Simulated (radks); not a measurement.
**Pt⁺ in [Kr] 4d10 4f14 5s1 5p6 5d9 5f1: an all-electron calculation**

An exercise on one series of results from a longer session: the logs are not shown, and one member is left open.

The numbers are computed with radks (a radial shooting solver on a logarithmic mesh, Libxc functionals) version 1 (scalar-relativistic Kohn-Sham, AM05, spin-unpolarised, spherical densities, finite nucleus), except any that are marked as measured or tabulated.

**The atom as given**

| Property | Result |
| --- | --- |
| element | platinum (Z = 78) |
| charge | +1 |
| electrons | 77 |
| configuration | [Kr] 4d10 4f14 5s1 5p6 5d9 5f1 |
| nuclear rms radius | 5.427 fm |

Outer shells as boxes (Hund's rule):

Pt⁺
```
[Kr] core
4d [↑↓][↑↓][↑↓][↑↓][↑↓]
4f [↑↓][↑↓][↑↓][↑↓][↑↓][↑↓][↑↓]
5s [↑ ]
5p [↑↓][↑↓][↑↓]
5d [↑↓][↑↓][↑↓][↑↓][↑ ]
5f [↑ ][  ][  ][  ][  ][  ][  ]
```

The first run:

Settings of this run:

```text
Z 78
configuration [Kr] 4d10 4f14 5s1 5p6 5d9 5f1 6s0 6p0
relativity scalar-relativistic
functional am05,am05
spin unpolarised
nucleus finite rms 5.427 fm
c 137.035999084
```

Launch:

```bash
$ python run_ks.py task.json out
```

The same process makes all the runs of this session.

One table of the session follows, with a row left open; its other results are not shown here.

It belongs to the step «Radial structure». From the orbitals of this run (lengths in bohr):

```
level      <r>  outermost maximum (interpolated)  90 % within  nodes
   1s  0.01716                            0.0106       0.0313      0
   2s  0.07240                            0.0613        0.112      1
   2p  0.06525                            0.0506        0.106      0
   3s   0.1873                             0.173        0.275      2
   3p   0.1883                             0.172        0.282      1
   3d   0.1705                             0.140        0.264      0
   4s   0.4153                             0.390        0.596      3
   4p   0.4421                             0.410        0.641      2
   4d   0.4681                             0.418        0.699      1
   5s   0.9462                             0.866         1.35      4
   4f   0.5142                             0.384        0.829      0
   5p    1.090                             0.972         1.58      3
   5d    1.520                              1.23         2.33      2
   6s        ?                                 ?            ?      ?
   6p    3.203                              2.73         4.73      4
   5f    8.637                              8.04         12.4      1
```

Q: Estimate the row for 6s from the others.

**Answer.** <r>: 2.461; outermost maximum (interpolated): 2.16; 90 % within: 3.56; nodes: 5. In the column «<r>» it lies between 5d (1.520) and 6p (3.203).
